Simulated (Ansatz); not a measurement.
Born–Oppenheimer molecular dynamics of a periodic cell of 16 atoms, C (start crystal C, start structure diamond, volume 1.05 times the crystal's). It starts from a structure without forces on its atoms.

Level of theory: Ansatz 0.2.0, DFT PBE, scalar-relativistic, plane waves, PAW. Settings: cutoff 420 eV, k mesh 3x3x3, fermi-dirac smearing 0.24 eV, no spin polarisation.

```json
{
 "ensemble": "NVT, Langevin thermostat",
 "time step": "0.75 fs",
 "steps asked": "120",
 "set temperature": "2800 K",
 "friction": "0.02 /fs",
 "seed": "497274"
}
```

Frames 1.5 fs apart, positions in Å, forces in eV/Å.

Velocities at 37.5 fs (Å/ps):

```
C 6.19 -2.52 5.79
C -1.66 -12.53 4.59
C 15.20 0.20 -8.74
C -10.03 -20.28 -3.01
C -2.96 17.75 -5.54
C -0.01 -6.36 10.80
C 2.55 14.18 20.45
C 22.49 -8.98 -12.99
C -2.78 -1.93 -11.19
C -15.54 -1.47 -17.93
C 3.25 1.46 0.75
C -5.02 17.40 2.69
C -2.32 -15.70 25.22
C 8.95 -4.59 -12.50
C 6.60 11.96 -10.18
C 5.64 -4.96 12.91
```

```xyz
16
Lattice="0.0000 3.6285 3.6285 3.6285 0.0000 3.6285 3.6285 3.6285 0.0000" Properties=species:S:1:pos:R:3:forces:R:3 time_fs=37.5 energy_less_start_eV=5.480 T=1712
C -0.003 -0.106 0.140 3.28 6.43 -2.63
C 0.847 0.935 1.131 2.52 -1.53 -3.52
C 1.820 1.791 0.147 -1.06 -1.44 -1.27
C 2.900 2.711 0.926 -7.09 -7.97 4.85
C 1.885 -0.121 1.882 -4.60 2.31 1.30
C 2.647 0.815 2.866 2.96 -0.78 -3.11
C 3.696 1.628 1.935 -0.88 3.76 0.20
C 4.444 2.749 2.805 5.33 -4.83 -0.18
C -0.173 1.859 1.922 5.09 -7.20 2.14
C 0.879 2.651 2.824 -2.16 1.10 -2.14
C 1.836 3.414 1.839 1.92 3.40 2.08
C 2.673 4.330 2.822 -0.49 5.08 0.91
C 1.715 1.784 3.630 3.87 -3.85 3.60
C 2.696 2.517 4.587 -1.86 7.16 -1.28
C 3.693 3.615 3.706 -2.58 -2.09 0.45
C 4.659 4.421 4.663 -4.24 0.45 -1.40
16
Lattice="0.0000 3.6285 3.6285 3.6285 0.0000 3.6285 3.6285 3.6285 0.0000" Properties=species:S:1:pos:R:3:forces:R:3 time_fs=39.0 energy_less_start_eV=4.338 T=2196
C 0.009 -0.104 0.147 2.04 4.88 -2.04
C 0.849 0.920 1.136 2.46 -1.26 -3.80
C 1.838 1.796 0.133 -1.45 -1.79 -0.94
C 2.881 2.672 0.929 -5.47 -5.60 4.24
C 1.875 -0.096 1.878 -3.62 1.20 1.07
C 2.653 0.800 2.882 2.73 -0.11 -2.79
C 3.694 1.649 1.968 -0.71 2.55 -0.82
C 4.484 2.730 2.785 3.73 -3.20 1.00
C -0.169 1.851 1.912 4.81 -6.48 2.08
C 0.859 2.649 2.800 -0.71 0.36 -0.52
C 1.839 3.422 1.842 1.52 2.78 2.24
C 2.667 4.359 2.827 0.07 4.05 0.52
C 1.714 1.754 3.669 3.34 -2.29 1.70
C 2.709 2.516 4.567 -2.07 7.29 -0.83
C 3.697 3.629 3.695 -2.06 -2.95 0.43
C 4.662 4.419 4.679 -4.61 0.56 -1.53
16
Lattice="0.0000 3.6285 3.6285 3.6285 0.0000 3.6285 3.6285 3.6285 0.0000" Properties=species:S:1:pos:R:3:forces:R:3 time_fs=40.5 energy_less_start_eV=3.166 T=2861
C 0.029 -0.101 0.150 0.38 2.92 -1.15
C 0.850 0.904 1.135 2.46 -1.13 -3.80
C 1.856 1.799 0.113 -1.89 -2.17 -0.35
C 2.855 2.627 0.942 -3.32 -2.53 3.42
C 1.864 -0.072 1.875 -2.35 0.09 0.96
C 2.673 0.786 2.900 2.04 0.39 -2.53
C 3.691 1.673 2.003 -0.68 1.09 -1.95
C 4.531 2.694 2.769 2.06 -0.98 2.01
C -0.149 1.825 1.912 3.67 -4.74 1.24
C 0.841 2.648 2.783 0.77 -0.25 0.74
C 1.845 3.438 1.850 0.81 1.96 2.21
C 2.661 4.391 2.835 0.89 2.64 0.01
C 1.723 1.716 3.713 2.88 -0.49 -0.16
C 2.720 2.525 4.550 -1.63 6.49 0.23
C 3.693 3.630 3.687 -1.51 -3.34 0.58
C 4.657 4.425 4.693 -4.58 0.05 -1.46
16
Lattice="0.0000 3.6285 3.6285 3.6285 0.0000 3.6285 3.6285 3.6285 0.0000" Properties=species:S:1:pos:R:3:forces:R:3 time_fs=42.0 energy_less_start_eV=2.505 T=3221
C 0.049 -0.094 0.152 -0.89 0.86 -0.67
C 0.866 0.885 1.126 1.86 -0.79 -3.54
C 1.867 1.792 0.091 -2.02 -2.18 0.45
C 2.828 2.577 0.961 -1.42 0.52 2.76
C 1.849 -0.053 1.869 -0.75 -1.00 1.10
C 2.700 0.769 2.914 1.11 1.07 -2.18
C 3.688 1.696 2.034 -0.75 -0.49 -3.01
C 4.580 2.654 2.757 0.28 1.17 2.70
C -0.114 1.795 1.920 1.92 -2.74 -0.07
C 0.821 2.643 2.769 2.38 -0.29 1.68
C 1.854 3.465 1.853 -0.08 0.69 2.42
C 2.652 4.427 2.840 2.15 0.74 -0.54
C 1.738 1.679 3.753 2.55 1.11 -1.64
C 2.724 2.550 4.537 -0.82 4.82 1.30
C 3.686 3.619 3.688 -1.14 -3.06 0.67
C 4.648 4.429 4.706 -4.38 -0.43 -1.44
16
Lattice="0.0000 3.6285 3.6285 3.6285 0.0000 3.6285 3.6285 3.6285 0.0000" Properties=species:S:1:pos:R:3:forces:R:3 time_fs=43.5 energy_less_start_eV=2.565 T=3198
C 0.066 -0.086 0.145 -1.68 -0.91 -0.19
C 0.891 0.866 1.111 0.82 -0.39 -3.33
C 1.873 1.780 0.072 -1.87 -2.02 1.35
C 2.797 2.528 0.982 0.17 3.29 2.31
C 1.832 -0.036 1.863 1.13 -2.13 1.35
C 2.726 0.754 2.928 0.13 1.85 -2.03
C 3.678 1.721 2.057 -0.62 -2.00 -3.74
C 4.631 2.616 2.747 -1.65 2.93 2.92
C -0.069 1.759 1.929 0.11 -0.69 -1.17
C 0.805 2.638 2.757 3.82 -0.06 2.37
C 1.868 3.496 1.860 -1.17 -0.48 2.23
C 2.651 4.465 2.840 3.36 -1.43 -1.06
C 1.757 1.650 3.781 2.09 2.29 -2.44
C 2.723 2.585 4.527 -0.07 2.82 2.03
C 3.683 3.596 3.691 -0.96 -2.14 0.77
C 4.628 4.436 4.713 -3.60 -0.93 -1.37
16
Lattice="0.0000 3.6285 3.6285 3.6285 0.0000 3.6285 3.6285 3.6285 0.0000" Properties=species:S:1:pos:R:3:forces:R:3 time_fs=45.0 energy_less_start_eV=3.295 T=2781
C 0.081 -0.086 0.132 -2.26 -1.92 0.29
C 0.912 0.843 1.090 -0.03 0.04 -2.99
C 1.877 1.759 0.058 -1.73 -1.44 2.31
C 2.763 2.488 1.005 1.37 5.18 2.03
C 1.818 -0.029 1.858 2.83 -2.89 1.51
C 2.749 0.743 2.939 -0.77 2.40 -1.96
C 3.663 1.743 2.078 -0.31 -3.15 -4.33
C 4.677 2.589 2.740 -3.43 3.91 2.76
C -0.021 1.720 1.935 -1.29 1.25 -1.79
C 0.791 2.643 2.750 4.97 -0.27 2.64
C 1.877 3.531 1.876 -2.17 -1.57 1.57
C 2.655 4.498 2.836 4.31 -3.40 -1.61
C 1.778 1.623 3.805 1.60 3.29 -2.89
C 2.724 2.624 4.513 0.20 0.72 2.51
C 3.680 3.569 3.683 -0.68 -0.92 1.15
C 4.602 4.440 4.716 -2.62 -1.22 -1.21
16
Lattice="0.0000 3.6285 3.6285 3.6285 0.0000 3.6285 3.6285 3.6285 0.0000" Properties=species:S:1:pos:R:3:forces:R:3 time_fs=46.5 energy_less_start_eV=4.204 T=2536
C 0.088 -0.088 0.118 -2.40 -2.58 0.64
C 0.933 0.813 1.062 -0.70 0.66 -2.40
C 1.884 1.732 0.050 -1.65 -0.51 3.02
C 2.733 2.466 1.031 2.02 6.06 1.56
C 1.814 -0.028 1.854 4.05 -3.38 1.56
C 2.772 0.741 2.943 -1.73 2.68 -1.72
C 3.642 1.757 2.090 0.54 -3.61 -4.52
C 4.716 2.572 2.736 -4.94 4.09 2.48
C 0.026 1.683 1.939 -2.15 2.70 -2.04
C 0.783 2.648 2.747 5.75 -0.62 2.64
C 1.890 3.561 1.898 -3.31 -2.38 0.65
C 2.665 4.519 2.828 5.05 -4.72 -1.88
C 1.801 1.602 3.824 1.07 4.03 -2.91
C 2.735 2.666 4.504 -0.12 -1.46 2.67
C 3.680 3.535 3.673 -0.15 0.51 1.48
C 4.572 4.446 4.720 -1.31 -1.46 -1.22
16
Lattice="0.0000 3.6285 3.6285 3.6285 0.0000 3.6285 3.6285 3.6285 0.0000" Properties=species:S:1:pos:R:3:forces:R:3 time_fs=48.0 energy_less_start_eV=5.046 T=2092
C 0.089 -0.096 0.108 -2.46 -2.77 0.85
C 0.957 0.782 1.029 -1.43 1.35 -1.51
C 1.885 1.702 0.048 -1.13 0.26 3.42
C 2.704 2.458 1.059 2.51 6.20 0.92
C 1.819 -0.030 1.856 4.75 -3.53 1.30
C 2.786 0.749 2.940 -2.21 2.37 -1.33
C 3.624 1.757 2.092 1.42 -3.35 -4.48
C 4.753 2.560 2.736 -6.41 3.78 2.09
C 0.070 1.659 1.942 -2.69 3.24 -2.28
C 0.779 2.651 2.747 6.14 -0.83 2.60
C 1.897 3.591 1.922 -4.09 -3.30 -0.40
C 2.680 4.527 2.813 5.40 -5.09 -1.65
C 1.821 1.587 3.837 0.55 4.55 -2.80
C 2.747 2.704 4.494 -0.65 -3.43 3.03
C 3.680 3.495 3.664 0.63 2.08 1.40
C 4.549 4.448 4.718 -0.32 -1.50 -1.15
16
Lattice="0.0000 3.6285 3.6285 3.6285 0.0000 3.6285 3.6285 3.6285 0.0000" Properties=species:S:1:pos:R:3:forces:R:3 time_fs=49.5 energy_less_start_eV=5.630 T=1711
C 0.089 -0.108 0.101 -2.65 -2.63 0.99
C 0.975 0.752 0.997 -1.74 1.85 -0.63
C 1.886 1.667 0.045 -0.55 1.28 3.61
C 2.676 2.459 1.092 2.84 5.78 -0.07
C 1.830 -0.034 1.854 4.93 -3.52 1.22
C 2.799 0.761 2.936 -2.46 1.72 -1.02
C 3.612 1.751 2.085 2.18 -2.80 -4.16
C 4.781 2.557 2.743 -7.27 3.13 1.73
C 0.110 1.639 1.945 -3.07 3.49 -2.48
C 0.783 2.652 2.751 6.26 -1.10 2.51
C 1.898 3.612 1.949 -4.38 -4.05 -1.43
C 2.705 4.529 2.797 5.24 -5.03 -0.96
C 1.838 1.576 3.837 0.14 4.87 -2.30
C 2.759 2.732 4.492 -1.11 -4.90 3.12
C 3.688 3.462 3.662 1.33 3.23 1.09
C 4.536 4.447 4.720 0.33 -1.33 -1.23
16
Lattice="0.0000 3.6285 3.6285 3.6285 0.0000 3.6285 3.6285 3.6285 0.0000" Properties=species:S:1:pos:R:3:forces:R:3 time_fs=51.0 energy_less_start_eV=5.821 T=1726
C 0.087 -0.124 0.096 -2.79 -2.10 1.27
C 0.985 0.733 0.967 -1.54 1.76 0.50
C 1.888 1.629 0.047 -0.06 2.44 3.33
C 2.655 2.463 1.125 3.03 5.04 -1.15
C 1.848 -0.045 1.853 4.41 -3.15 0.98
C 2.805 0.772 2.931 -2.48 0.79 -0.86
C 3.598 1.736 2.074 2.91 -1.96 -3.68
C 4.796 2.561 2.759 -7.47 2.20 1.25
C 0.148 1.627 1.948 -3.32 3.64 -2.57
C 0.802 2.661 2.761 5.90 -1.78 2.10
C 1.899 3.622 1.974 -4.49 -4.49 -2.37
C 2.735 4.517 2.781 4.77 -4.35 -0.09
C 1.854 1.565 3.834 -0.17 5.25 -1.81
C 2.771 2.748 4.494 -1.35 -5.87 3.26
C 3.697 3.438 3.660 1.85 3.89 0.84
C 4.528 4.447 4.713 0.79 -1.31 -1.01
16
Lattice="0.0000 3.6285 3.6285 3.6285 0.0000 3.6285 3.6285 3.6285 0.0000" Properties=species:S:1:pos:R:3:forces:R:3 time_fs=52.5 energy_less_start_eV=5.535 T=1882
C 0.084 -0.152 0.090 -3.02 -0.70 1.76
C 0.993 0.721 0.935 -1.20 1.15 1.96
C 1.896 1.591 0.058 0.17 3.59 2.44
C 2.641 2.478 1.157 3.24 3.88 -2.29
C 1.869 -0.073 1.855 3.30 -2.07 0.58
C 2.802 0.783 2.922 -2.06 -0.51 -0.69
C 3.591 1.721 2.059 3.31 -1.15 -3.05
C 4.795 2.570 2.781 -6.91 0.95 0.91
C 0.180 1.621 1.951 -3.38 3.55 -2.67
C 0.835 2.675 2.780 5.09 -2.99 1.23
C 1.897 3.622 1.994 -4.19 -4.46 -2.91
C 2.771 4.492 2.770 4.05 -3.20 0.86
C 1.865 1.556 3.830 -0.32 5.60 -1.43
C 2.775 2.747 4.500 -1.02 -6.37 3.36
C 3.705 3.421 3.661 2.06 4.13 0.73
C 4.526 4.448 4.709 0.88 -1.40 -0.79
16
Lattice="0.0000 3.6285 3.6285 3.6285 0.0000 3.6285 3.6285 3.6285 0.0000" Properties=species:S:1:pos:R:3:forces:R:3 time_fs=54.0 energy_less_start_eV=5.063 T=2230
C 0.078 -0.181 0.096 -2.92 0.66 1.69
C 0.996 0.713 0.905 -0.84 0.58 3.72
C 1.907 1.560 0.083 0.35 4.48 0.92
C 2.640 2.502 1.185 3.25 2.60 -3.54
C 1.895 -0.103 1.863 1.94 -0.91 0.13
C 2.797 0.793 2.907 -1.50 -1.70 -0.47
C 3.593 1.712 2.038 3.30 -0.59 -1.99
C 4.780 2.579 2.801 -5.63 -0.23 0.71
C 0.211 1.630 1.955 -3.72 2.90 -2.83
C 0.879 2.690 2.800 3.82 -4.06 0.67
C 1.892 3.617 2.001 -3.52 -3.91 -2.74
C 2.801 4.461 2.762 3.47 -1.77 1.69
C 1.872 1.549 3.823 -0.35 5.94 -1.05
C 2.776 2.736 4.510 -0.12 -6.41 3.19
C 3.724 3.411 3.664 1.33 4.04 0.82
C 4.522 4.453 4.707 1.14 -1.62 -0.93
```

Of the whole run (90 fs, mean temperature of the second half 2490 K): The mean temperature of the second half is 11 % below the set value. A run of 0.09 ps of so small a system gives no equilibrium averages.

Run time: 11 min on 1 thread of Arm Neoverse V1 (shared host), peak memory 0.34 GiB.
